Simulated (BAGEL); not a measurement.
# One shape, several levels: ZnSiH3OF (SMILES F[SiH2][O][ZnH])

Aim: a comparison of 5 runs (HF/STO-3G, HF/6-31G*, B3LYP/6-31G*, B3LYP/cc-pVDZ, PBE0/cc-pVDZ) of ZnSiH3OF. 

The results are computed with BAGEL 1.2.2.

15 further runs of the same task are left out: 1 for a known fault of the program, 9 that didn't finish, 5 set aside as unsound or not needed. Runs told in other sessions of the task aren't counted.

### Step 1. The structure to begin with

ZnSiH3OF: 7 atoms, total charge 0, spin state singlet. SMILES: `F[SiH2][O][ZnH]`. The shape is that of a PBE0-D4/def2-TZVP optimisation. This is one conformer, not always the lowest.

Bond lengths: F1–Si2 1.606 Å, Si2–O3 1.602 Å, O3–Zn4 1.773 Å, Si2–H5 1.483 Å, Si2–H6 1.483 Å, Zn4–H7 1.509 Å. Angles: F1–Si2–O3 110.2°, Si2–O3–Zn4 144.3°, F1–Si2–H5 106.3°, F1–Si2–H6 106.3°, O3–Si2–H5 111.1°, O3–Si2–H6 111.1°, O3–Zn4–H7 177.6°, H5–Si2–H6 111.6°.

### Step 2. A single-point energy at HF/STO-3G (density fitting with qzvpp-jkfit) (run 1)

The input, job.json:

```json
{ "bagel" : [

{
  "title" : "molecule",
  "basis" : "sto-3g",
  "df_basis" : "qzvpp-jkfit",
  "angstrom" : true,
  "geometry" : [
    { "atom" : "F", "xyz" : [      -0.250900,      -0.301000,      -1.880000 ] },
    { "atom" : "Si", "xyz" : [       0.040700,       0.829300,      -0.777400 ] },
    { "atom" : "O", "xyz" : [       0.094000,       0.176700,       0.685200 ] },
    { "atom" : "Zn", "xyz" : [      -0.032100,      -1.344300,       1.587800 ] },
    { "atom" : "H", "xyz" : [       1.344600,       1.435800,      -1.139500 ] },
    { "atom" : "H", "xyz" : [      -1.066200,       1.810200,      -0.884200 ] },
    { "atom" : "H", "xyz" : [      -0.130000,      -2.606700,       2.408200 ] }
  ]
},

{ "title" : "hf" },

{ "title" : "print", "file" : "orbitals.molden", "orbitals" : true }

]}
```

The run is started by

```console
BAGEL_NUM_THREADS=1 BAGEL job.json > job.out
```

The program printed:

```text
* using 1 threads per process

  ===============================================================
  ===============================================================

  *** Geometry ***

  { "atom" : "F", "xyz" : [     -0.474132,     -0.568808,     -3.552685 ] },
  { "atom" : "Si", "xyz" : [      0.076912,      1.567150,     -1.469073 ] },
  { "atom" : "O", "xyz" : [      0.177634,      0.333915,      1.294840 ] },
  { "atom" : "Zn", "xyz" : [     -0.060660,     -2.540359,      3.000507 ] },
  { "atom" : "H", "xyz" : [      2.540926,      2.713269,     -2.153343 ] },
  { "atom" : "H", "xyz" : [     -2.014826,      3.420782,     -1.670896 ] },
  { "atom" : "H", "xyz" : [     -0.245664,     -4.925949,      4.550838 ] },

  Number of auxiliary basis functions:      600

  Since a DF basis is specified, we compute 2- and 3-index integrals:
    o Being stored without compression. Storage requirement is 0.008 GB

  Number of basis functions:       40
  Number of electrons      :       64

    * METHOD: MOLECULE                             0.18

  *** RHF ***

  === Nuclear Repulsion ===
   312.7911130381

      * DIIS with orbital gradients will be used.

  === RHF iteration (sto-3g) ===
      0      -2185.78071443          0.13959958           0.03
      1      -2192.56223681          0.10275322           0.03
      2      -2205.72462534          0.11003069           0.03
      3      -2215.57966913          0.03381770           0.03
      4      -2216.22014876          0.01734330           0.03
      5      -2216.35845427          0.01250728           0.03
      6      -2216.47869552          0.00560038           0.03
      7      -2216.48828718          0.00156859           0.03
      8      -2216.49038825          0.00045656           0.03
      9      -2216.49071373          0.00015659           0.03
[... 14 lines of this table left out ...]
     24      -2216.49075159          0.00000002           0.03
     25      -2216.49075159          0.00000002           0.03
     26      -2216.49075159          0.00000001           0.03
     27      -2216.49075159          0.00000001           0.03
    * SCF iteration converged.

    * Permanent dipole moment:
           (   -0.065789,    -0.163021,    -0.383252) a.u.

    * METHOD: HF                                   0.95

    * METHOD: PRINT                                0.00

  ===============================================================
```

It took 1.3 s on 1 thread of AMD EPYC 9R45 (Zen 5), shared host.

### Step 3. A single-point energy at HF/6-31G(d) (density fitting with qzvpp-jkfit, spherical functions) (run 2)

The input, input.json:

```json
{ "bagel": [

{
  "title": "molecule",
  "basis": "6-31gs.json",
  "df_basis": "qzvpp-jkfit",
  "angstrom": true,
  "geometry": [
    { "atom": "F", "xyz": [   -0.250900,   -0.301000,   -1.880000 ] },
    { "atom": "Si", "xyz": [    0.040700,    0.829300,   -0.777400 ] },
    { "atom": "O", "xyz": [    0.094000,    0.176700,    0.685200 ] },
    { "atom": "Zn", "xyz": [   -0.032100,   -1.344300,    1.587800 ] },
    { "atom": "H", "xyz": [    1.344600,    1.435800,   -1.139500 ] },
    { "atom": "H", "xyz": [   -1.066200,    1.810200,   -0.884200 ] },
    { "atom": "H", "xyz": [   -0.130000,   -2.606700,    2.408200 ] }
  ]
},
{
  "title": "hf"
},
{
  "title": "print",
  "file": "orbitals.molden",
  "orbitals": true
}

]}
```

The basis set 6-31G* is read from a file made from the Basis Set Exchange's data (not shown).

The run is started by

```console
BAGEL_NUM_THREADS=1 BAGEL input.json > input.out
```

The program printed:

```text
* using 1 threads per process

  ===============================================================
  ===============================================================

  *** Geometry ***

  { "atom" : "F", "xyz" : [     -0.474132,     -0.568808,     -3.552685 ] },
  { "atom" : "Si", "xyz" : [      0.076912,      1.567150,     -1.469073 ] },
  { "atom" : "O", "xyz" : [      0.177634,      0.333915,      1.294840 ] },
  { "atom" : "Zn", "xyz" : [     -0.060660,     -2.540359,      3.000507 ] },
  { "atom" : "H", "xyz" : [      2.540926,      2.713269,     -2.153343 ] },
  { "atom" : "H", "xyz" : [     -2.014826,      3.420782,     -1.670896 ] },
  { "atom" : "H", "xyz" : [     -0.245664,     -4.925949,      4.550838 ] },

  Number of auxiliary basis functions:      600

  Since a DF basis is specified, we compute 2- and 3-index integrals:
    o Being stored without compression. Storage requirement is 0.036 GB

  Number of basis functions:       86
  Number of electrons      :       64

    * METHOD: MOLECULE                             0.26

  *** RHF ***

  === Nuclear Repulsion ===
   312.7911130381

      * DIIS with orbital gradients will be used.

  === RHF iteration (6-31gs.json) ===
      0      -2242.28111936          0.02247541           0.08
      1      -2242.43142359          0.01722088           0.07
      2      -2242.57307854          0.00138887           0.07
      3      -2242.57449804          0.00072360           0.07
      4      -2242.57482055          0.00009739           0.07
      5      -2242.57483212          0.00002501           0.07
      6      -2242.57483286          0.00001626           0.07
      7      -2242.57483304          0.00000412           0.07
      8      -2242.57483306          0.00000174           0.07
      9      -2242.57483306          0.00000041           0.07
     10      -2242.57483306          0.00000023           0.07
     11      -2242.57483306          0.00000006           0.07
     12      -2242.57483306          0.00000002           0.07
     13      -2242.57483306          0.00000001           0.07
     14      -2242.57483306          0.00000000           0.07
    * SCF iteration converged.

    * Permanent dipole moment:
           (   -0.046431,     0.224290,    -0.713843) a.u.

    * METHOD: HF                                   1.24

    * METHOD: PRINT                                0.01

  ===============================================================
```

Run time: 1.7 s. Hardware: 1 thread of AMD EPYC 9R45 (Zen 5), shared host; peak memory 0.16 GiB.

Runs 3 to 4 aren't shown in full; the table further down has their settings and results.

### Step 4. The energy at PBE0/cc-pVDZ (density fitting with qzvpp-jkfit) (run 5)

The input, calc.json:

```json
{ "bagel": [

{
  "title": "molecule",
  "basis": "cc-pvdz.json",
  "df_basis": "qzvpp-jkfit",
  "angstrom": true,
  "geometry": [
    { "atom": "F", "xyz": [   -0.250900,   -0.301000,   -1.880000 ] },
    { "atom": "Si", "xyz": [    0.040700,    0.829300,   -0.777400 ] },
    { "atom": "O", "xyz": [    0.094000,    0.176700,    0.685200 ] },
    { "atom": "Zn", "xyz": [   -0.032100,   -1.344300,    1.587800 ] },
    { "atom": "H", "xyz": [    1.344600,    1.435800,   -1.139500 ] },
    { "atom": "H", "xyz": [   -1.066200,    1.810200,   -0.884200 ] },
    { "atom": "H", "xyz": [   -0.130000,   -2.606700,    2.408200 ] }
  ]
},
{ "title": "ks", "xc_func": "pbe0" },
{ "title": "print", "file": "orbitals.molden", "orbitals": true }

]}
```

The basis set cc-pVDZ is read from a file made from the Basis Set Exchange's data (not shown).

The run is started by

```console
BAGEL_NUM_THREADS=1 BAGEL calc.json > calc.out
```

The program printed:

```text
* using 1 threads per process

  ===============================================================
  ===============================================================

  *** Geometry ***

  { "atom" : "F", "xyz" : [     -0.474132,     -0.568808,     -3.552685 ] },
  { "atom" : "Si", "xyz" : [      0.076912,      1.567150,     -1.469073 ] },
  { "atom" : "O", "xyz" : [      0.177634,      0.333915,      1.294840 ] },
  { "atom" : "Zn", "xyz" : [     -0.060660,     -2.540359,      3.000507 ] },
  { "atom" : "H", "xyz" : [      2.540926,      2.713269,     -2.153343 ] },
  { "atom" : "H", "xyz" : [     -2.014826,      3.420782,     -1.670896 ] },
  { "atom" : "H", "xyz" : [     -0.245664,     -4.925949,      4.550838 ] },

  Number of auxiliary basis functions:      600

  Since a DF basis is specified, we compute 2- and 3-index integrals:
    o Being stored without compression. Storage requirement is 0.052 GB

  Number of basis functions:      104
  Number of electrons      :       64

    * METHOD: MOLECULE                             0.30

  *** Kohn-Sham DFT ***

    * Removing 11458 points whose weight is below 1.00e-10
    * Grid points: 92884

  === Nuclear Repulsion ===
   312.7911130381

       - DIIS with orbital gradients will be used.

  === KS iteration (pbe0 / cc-pvdz.json) ===
      0      -1916.15132056          0.13037500           0.37
      1      -1933.20248004          0.28512810           0.33
      2      -1708.73581279          0.13153825           0.34
      3      -1966.50357480          0.16042724           0.33
      4      -1994.52719692          0.13339033           0.32
      5      -2165.69043257          0.17221643           0.34
      6      -2166.81545616          0.16943423           0.33
      7      -2167.59932508          0.15827025           0.32
      8      -1729.82316170          0.23178442           0.34
      9      -2097.56067622          0.21697180           0.33
[... 14 lines of this table left out ...]
     24      -2245.35515258          0.00000020           0.35
     25      -2245.35515258          0.00000005           0.35
     26      -2245.35515258          0.00000003           0.35
     27      -2245.35515258          0.00000001           0.35
    * SCF iteration converged.

    * Permanent dipole moment:
           (   -0.043065,     0.232867,    -0.702390) a.u.

    * METHOD: KS                                  10.16

    * METHOD: PRINT                                0.02

  ===============================================================
```

Wall time 11 s (1 thread of AMD EPYC 9R45 (Zen 5), shared host); peak memory 0.51 GiB.

### Step 5. The series

| run | level | energy (Eh) | dipole moment (D) | HOMO energy (eV) | LUMO energy (eV) | wall time |
| --- | --- | --- | --- | --- | --- | --- |
| 1 | HF/STO-3G (density fitting with qzvpp-jkfit) | -2216.490752 | 1.07 | -3.67 | 6.21 | 1.3 s |
| 2 | HF/6-31G* (density fitting with qzvpp-jkfit, spherical functions) | -2242.574833 | 1.91 | -11.82 | 1.85 | 1.7 s |
| 3 | B3LYP/6-31G* (density fitting with qzvpp-jkfit, spherical functions) | -2245.582678 | 1.85 | -7.94 | -0.56 | 9 s |
| 4 | B3LYP/cc-pVDZ (density fitting with qzvpp-jkfit) | -2245.977584 | 1.83 | -8.04 | -0.73 | 13 s |
| 5 | PBE0/cc-pVDZ (density fitting with qzvpp-jkfit) | -2245.355153 | 1.88 | -8.27 | -0.43 | 11 s |

### Step 6. Results

| quantity | value |
| --- | --- |
| run 5: total energy | -2245.35515 Eh |
| run 5: dipole moment | 1.88 D |
| run 5: HOMO energy | -8.27 eV |
| run 5: LUMO energy | -0.43 eV |
| run 5: HOMO–LUMO gap | 7.83 eV |

The dipole moment (its size) runs from 1.07 D (HF/STO-3G) to 1.91 D (HF/6-31G*). The HOMO–LUMO gap runs from 7.31 eV (B3LYP/cc-pVDZ) to 13.67 eV (HF/6-31G*). The two ends differ in method and basis. Totals of different functionals can't be ranked against each other. In run 1 the basis is minimal, so the values are rough. All runs together took 36 s, the longest 13 s.
